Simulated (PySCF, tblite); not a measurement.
# C₄H₈F₂O₂S: a rotation path, then NMR shifts on frames

Aim: move C₄H₈F₂O₂S (`CC(C)(F)S(=O)(=O)CF`) away from its starting geometry and see how NMR shifts follow the geometry.

Programs: tblite 0.8.0 and PySCF 2.14.0, with density-fitted response routines of our own. Each step states its level of theory. These are calculated values for one molecule in the gas phase, unless marked as measured. Atoms are numbered from 0 throughout.

## Step 1: Starting geometry

17 atoms, charge 0, multiplicity 1; geometry from: GFN2-xTB.

Bonds of the start (Å): C0–C1 1.51, C1–C2 1.51, C1–F3 1.38, C1–S4 1.87, S4–O5 1.43, S4–O6 1.43, S4–C7 1.86, C7–F8 1.35, C0–H9 1.09, C0–H10 1.09, C0–H11 1.09, C2–H12 1.09, C2–H13 1.09, C2–H14 1.09, C7–H15 1.09, C7–H16 1.09.

## Step 2: The rotation path with GFN2-xTB

The job: settings as JSON, then the geometry in Å.

```
{"job": {"kind": "neb", "xc": "GFN2-xTB", "basis": "xTB", "atoms": [3, 1, 4, 7], "turn": 120}, "charge": 0, "multiplicity": 1}
C     -1.657083    -0.335446    -1.133446
C     -0.688692     0.221416    -0.121252
C     -1.029583    -0.030552     1.324291
F     -0.472969     1.564042    -0.350788
S      0.978336    -0.532904    -0.499908
O      1.065220    -1.807525     0.150483
O      1.208062    -0.487690    -1.915058
C      2.229112     0.622300     0.237698
F      2.020942     0.719329     1.572199
H     -2.630271     0.142802    -1.037025
H     -1.756290    -1.405434    -0.974686
H     -1.266876    -0.163365    -2.134403
H     -0.407028     0.580354     1.973693
H     -2.074730     0.201782     1.520455
H     -0.841586    -1.078235     1.544403
H      3.216570     0.199464     0.054722
H      2.099868     1.601693    -0.221286
```

Level: GFN2-xTB climbing-image nudged elastic band, gas phase.

Launch:

```console
> OMP_NUM_THREADS=1 python probes_run.py task.json out
```

One launch serves the whole session: the jobs run in the order shown.

The log of the run:

```text
image   E - E0 / eV
  0       0.0000
  1       0.0208
  2       0.0770
  3       0.1516
  4       0.2151
  5       0.2346
  6       0.1983
  7       0.1386
  8       0.1023
```

Run time: 15 s. Hardware: 1 thread of AMD EPYC, shared host; peak memory 0.19 GiB.

The final band, with the dihedral F3–C1–S4–C7:

```csv
image,dihedral (°),energy (eV),energy (kcal/mol)
0,41,0.000,0.0
1,56,0.021,0.5
2,72,0.077,1.8
3,88,0.152,3.5
4,105,0.215,5.0
5,121,0.235,5.4
6,138,0.198,4.6
7,155,0.139,3.2
8,167,0.102,2.4
```

## Step 3: NMR shieldings: image 0, PBE0/pcSseg-1

The job: settings as JSON, then the geometry in Å.

```
{"job": {"kind": "nmr", "xc": "PBE0", "basis": "pcSseg-1", "pop": false}, "charge": 0, "multiplicity": 1}
C     -1.657100    -0.335400    -1.133400
C     -0.688700     0.221400    -0.121300
C     -1.029600    -0.030600     1.324300
F     -0.473000     1.564000    -0.350800
S      0.978300    -0.532900    -0.499900
O      1.065200    -1.807500     0.150500
O      1.208100    -0.487700    -1.915100
C      2.229100     0.622300     0.237700
F      2.020900     0.719300     1.572200
H     -2.630300     0.142800    -1.037000
H     -1.756300    -1.405400    -0.974700
H     -1.266900    -0.163400    -2.134400
H     -0.407000     0.580400     1.973700
H     -2.074700     0.201800     1.520500
H     -0.841600    -1.078200     1.544400
H      3.216600     0.199500     0.054700
H      2.099900     1.601700    -0.221300
```

With the program's defaults for keys left out, this is: GIAO PBE0/pcSseg-1 NMR shielding, non-relativistic, gas phase.

The log of the run:

```text
coarse grid: 15272 points
cycle   1  E = -904.3496172835  dE =  1.864e+00  |g| = 1.316e+00  |ddm| = 3.779e+00
cycle   2  E = -903.4031652836  dE =  9.465e-01  |g| = 2.623e+00  |ddm| = 3.024e+00
cycle   3  E = -904.6503326400  dE = -1.247e+00  |g| = 2.214e-01  |ddm| = 2.294e+00
cycle   4  E = -904.6586233766  dE = -8.291e-03  |g| = 1.135e-01  |ddm| = 2.887e-01
cycle   5  E = -904.6607258997  dE = -2.103e-03  |g| = 2.584e-02  |ddm| = 8.597e-02
cycle   6  E = -904.6608388212  dE = -1.129e-04  |g| = 9.073e-03  |ddm| = 2.453e-02
cycle   7  E = -904.6608520497  dE = -1.323e-05  |g| = 3.634e-03  |ddm| = 8.744e-03
cycle   8  E = -904.6608544106  dE = -2.361e-06  |g| = 6.220e-04  |ddm| = 3.019e-03
final grid: 145184 points
cycle   9  E = -904.7515656040  dE = -4.406e-05  |g| = 1.256e-02  |ddm| = 2.833e-02
cycle  10  E = -904.7515242919  dE =  4.131e-05  |g| = 1.926e-02  |ddm| = 2.437e-02
cycle  11  E = -904.7515974573  dE = -7.317e-05  |g| = 2.634e-03  |ddm| = 1.566e-02
cycle  12  E = -904.7515987485  dE = -1.291e-06  |g| = 2.777e-04  |ddm| = 2.135e-03
cycle  13  E = -904.7515987580  dE = -9.425e-09  |g| = 1.663e-04  |ddm| = 3.160e-04
cycle  14  E = -904.7515987621  dE = -4.079e-09  |g| = 4.712e-05  |ddm| = 1.358e-04
cycle  15  E = -904.7515987624  dE = -3.515e-10  |g| = 1.998e-05  |ddm| = 4.908e-05
converged SCF energy = -904.7515987624

GIAO shielding tensors (ppm)
atom      isotropic    diamagn.    paramagn.     s11        s22        s33       span
  0 C      166.639     249.531     -82.892    155.267    156.925    187.726     32.459
  1 C       70.177     252.529    -182.352     43.622     65.383    101.525     57.903
  2 C      162.946     250.717     -87.770    148.961    153.793    186.085     37.124
  3 F      346.192     478.118    -131.926    316.589    337.407    384.579     67.990
  4 S      179.117    1053.113    -873.996     36.800    194.415    306.135    269.335
  5 O      143.672     401.195    -257.523    103.650    133.122    194.244     90.594
  6 O      160.099     399.677    -239.578     96.600    155.172    228.525    131.925
  7 C       87.736     248.294    -160.559     58.641     73.850    130.717     72.076
  8 F      408.174     474.436     -66.262    356.487    383.710    484.325    127.838
  9 H       30.118      29.422       0.696     26.350     27.673     36.332      9.982
 10 H       30.278      30.320      -0.042     26.350     28.546     35.936      9.586
 11 H       29.336      30.360      -1.024     24.297     28.965     34.746     10.449
 12 H       29.650      31.008      -1.357     24.853     29.206     34.892     10.039
 13 H       30.060      30.209      -0.149     25.693     28.336     36.152     10.459
 14 H       29.538      31.387      -1.849     25.253     29.218     34.143      8.890
 15 H       26.390      26.881      -0.491     22.481     26.659     30.030      7.549
 16 H       25.885      29.756      -3.871     23.509     26.304     27.843      4.333
```

Run time: 97 s. Hardware: 1 thread of AMD EPYC, shared host; peak memory 0.92 GiB.

The references, computed at this level on geometries of the same kind, shield at (ppm): 1H TMS 31.72, 13C TMS 186.9, 19F CFCl3 170.9, 17O H2O 336.1, 33S CS2 504. Their shielding less the atom's gives the shift. The references are single molecules in the gas phase, so shifts against H2O, NH3, PH3, H3PO4 or CFCl3 are not on the usual liquid scales and can be off by tens of ppm. Each atom is listed at this fixed geometry, with no averaging over motion; a spectrum would average atoms that exchange fast.

```csv
atoms,environment,σ (ppm),δ (ppm)
C1,fully substituted sp3 carbon bonded to F and S,70.2,116.7
C7,sp3 CH2 bonded to F and S,87.7,99.2
C2,methyl carbon,162.9,24.0
C0,methyl carbon,166.6,20.3
H16,hydrogen on an sp3 CH2 bonded to F and S,25.89,5.83
H15,hydrogen on an sp3 CH2 bonded to F and S,26.39,5.33
H11,hydrogen on a methyl carbon,29.34,2.38
H14,hydrogen on a methyl carbon,29.54,2.18
H12,hydrogen on a methyl carbon,29.65,2.07
H13,hydrogen on a methyl carbon,30.06,1.66
H9,hydrogen on a methyl carbon,30.12,1.60
H10,hydrogen on a methyl carbon,30.28,1.44
F3,fluorine on an sp3 carbon,346.2,-175.2
F8,fluorine on an sp3 carbon,408.2,-237.2
S4,sulfone sulfur,179,325
O5,S=O oxygen,143.7,192.4
O6,S=O oxygen,160.1,176.0
```

Orbitals, density, ELF and potential are computed afterwards from the orbital file.

Frontier orbitals at PBE0/pcSseg-1, with the share of their density that lies nearest to each atom:

```csv
orbital,energy (eV),lies on
HOMO,-8.28,"O5, O6 about 21 % each; C1, C7 about 13 % each; S4 8 %"
LUMO,0.28,"S4 23 %; C1, C7 about 15 % each; H15 12 %"
```

ELF in a plane through or near 8 of the atoms.

Ten even steps from '0' (0.00) to '9' (1.00):
```
0000000000000000000000000000
0000000000000000000000000000
0000000000000000000000000000
0000000000001430001000000000
0000000000009995379820000000
0000002343108997699971000000
0000037878604993599961000000
0000037827710561378500000000
0000003677300279830000000000
0000245523533652552355200000
0001899832876871885798600000
0001899855653755726787500000
0000488510255410563543100000
0000011001477510899510000000
0000000005888840799610000000
0000000004788740299400000000
0000000001233310000000000000
0000000000000000000000000000
0000000000000000000000000000
0000000000000000000000000000
```
The map spans 11.5 Å across and 9.5 Å up, centred on the molecule. Atoms in the plane (x, y in Å): C0 (1.8, -0.9), C1 (0.7, 0.0), C2 (0.8, 1.5), C7 (-2.3, -0.1), F8 (-2.3, 1.3), H11 (1.6, -1.9), H12 (0.0, 2.1), H13 (1.8, 1.9).

log10 of the density (e/Å³) in the same plane.

Ten even steps from ' ' (-4.0) to '@' (1.5):
```
                                                        
                                                        
                      ....::::::::::....                
                ......::----==--------::....            
          ::----====----==++**++++++++==--::..          
        ..--==++++++++==++####****##**++==--..          
        --==**##%%%%**++++####%%######++==--..          
      ..--++**%%@@%%##++++**########**++----..          
      ::--++**##%%##**++++**######**++==----::..        
    ..--==++**##%%##********##%%##****++++==--::..      
    ..--==**####@@############%%######****++==--..      
    ..--==****##****########****##%%@@##**++==--..      
    ..::--==++++++++**####****++**######**++==::..      
      ..::--======++**######++++**####**++==--::        
        ....::::==++**%%%%##++++++****++==--::..        
            ..::--++**####**++====++====--::..          
                ::--==++++====--::::::::....            
                  ::--------::........                  
                      ....                              
                                                        
```
The map spans 11.5 Å across and 9.5 Å up, centred on the molecule. Atoms in the plane (x, y in Å): C0 (1.8, -0.9), C1 (0.7, 0.0), C2 (0.8, 1.5), C7 (-2.3, -0.1), F8 (-2.3, 1.3), H11 (1.6, -1.9), H12 (0.0, 2.1), H13 (1.8, 1.9).

On the surface of density 0.002 e/bohr³ the electrostatic potential runs, from the 1st to the 99th percentile, from -1.51 V near O5 to 1.38 V near H15.

## Step 4: Nuclear shieldings: image 2, PBE0/pcSseg-1

The job: settings as JSON, then the geometry in Å.

```
{"job": {"kind": "nmr", "xc": "PBE0", "basis": "pcSseg-1", "pop": false}, "charge": 0, "multiplicity": 1}
C     -1.694400    -0.552300    -1.046300
C     -0.723900     0.286500    -0.252400
C     -0.919200     0.258600     1.242800
F     -0.702800     1.583700    -0.706400
S      0.970700    -0.369700    -0.688000
O      0.970400    -1.778600    -0.426200
O      1.330500     0.075100    -2.001300
C      2.193100     0.427900     0.462900
F      1.990800    -0.015400     1.726700
H     -2.715300    -0.202900    -0.901900
H     -1.608200    -1.583600    -0.715200
H     -1.441100    -0.497900    -2.103000
H     -0.344400     1.051600     1.715900
H     -1.969700     0.401800     1.490600
H     -0.588400    -0.701100     1.630100
H      3.184500     0.119500     0.130500
H      2.060200     1.508900     0.431400
```

Method: GIAO PBE0/pcSseg-1 NMR shielding, non-relativistic, gas phase.

The log of the run:

```text
coarse grid: 15272 points
cycle   1  E = -904.3464387469  dE =  1.869e+00  |g| = 1.320e+00  |ddm| = 3.775e+00
cycle   2  E = -903.3728205887  dE =  9.736e-01  |g| = 2.652e+00  |ddm| = 3.065e+00
cycle   3  E = -904.6499007153  dE = -1.277e+00  |g| = 2.187e-01  |ddm| = 2.324e+00
cycle   4  E = -904.6579810682  dE = -8.080e-03  |g| = 1.118e-01  |ddm| = 2.821e-01
cycle   5  E = -904.6600699915  dE = -2.089e-03  |g| = 2.306e-02  |ddm| = 8.311e-02
cycle   6  E = -904.6601641476  dE = -9.416e-05  |g| = 6.358e-03  |ddm| = 2.098e-02
cycle   7  E = -904.6601713006  dE = -7.153e-06  |g| = 1.372e-03  |ddm| = 4.548e-03
final grid: 145184 points
cycle   8  E = -904.7490899480  dE = -4.074e-05  |g| = 1.339e-02  |ddm| = 3.095e-02
cycle   9  E = -904.7490428423  dE =  4.711e-05  |g| = 2.053e-02  |ddm| = 2.627e-02
cycle  10  E = -904.7491263265  dE = -8.348e-05  |g| = 2.806e-03  |ddm| = 1.680e-02
cycle  11  E = -904.7491277977  dE = -1.471e-06  |g| = 2.654e-04  |ddm| = 2.268e-03
cycle  12  E = -904.7491278067  dE = -8.966e-09  |g| = 1.565e-04  |ddm| = 2.963e-04
cycle  13  E = -904.7491278103  dE = -3.577e-09  |g| = 4.400e-05  |ddm| = 1.283e-04
cycle  14  E = -904.7491278106  dE = -2.970e-10  |g| = 1.879e-05  |ddm| = 4.644e-05
converged SCF energy = -904.7491278106

GIAO shielding tensors (ppm)
atom      isotropic    diamagn.    paramagn.     s11        s22        s33       span
  0 C      167.462     250.167     -82.705    154.224    159.496    188.665     34.441
  1 C       71.255     251.888    -180.633     46.488     63.131    104.146     57.658
  2 C      162.806     251.193     -88.387    149.346    154.522    184.550     35.204
  3 F      339.619     477.086    -137.467    305.992    334.901    377.964     71.972
  4 S      182.450    1052.892    -870.441     31.462    195.198    320.690    289.228
  5 O      149.923     401.574    -251.651    113.666    140.579    195.525     81.859
  6 O      155.339     398.697    -243.358     98.126    153.451    214.439    116.312
  7 C       88.690     248.957    -160.267     58.056     76.514    131.500     73.444
  8 F      397.968     474.228     -76.260    340.123    377.305    476.477    136.355
  9 H       30.240      29.434       0.806     26.421     27.807     36.491     10.070
 10 H       29.861      30.593      -0.732     25.373     29.128     35.083      9.709
 11 H       29.604      29.783      -0.179     24.896     28.624     35.293     10.398
 12 H       29.928      31.469      -1.541     25.997     28.736     35.052      9.055
 13 H       30.007      30.318      -0.311     25.829     28.280     35.912     10.083
 14 H       29.832      31.655      -1.824     26.292     29.024     34.178      7.886
 15 H       26.453      26.850      -0.397     22.375     26.843     30.142      7.767
 16 H       26.089      29.976      -3.887     23.435     26.709     28.124      4.689
```

Run time: 73 s. Hardware: 1 thread of AMD EPYC, shared host; peak memory 0.92 GiB.

Key values: δ C1 115.7, C7 98.2, C2 24.1, C0 19.5, H16 5.63, H15 5.26 ppm.

[end of part 1 of 2]
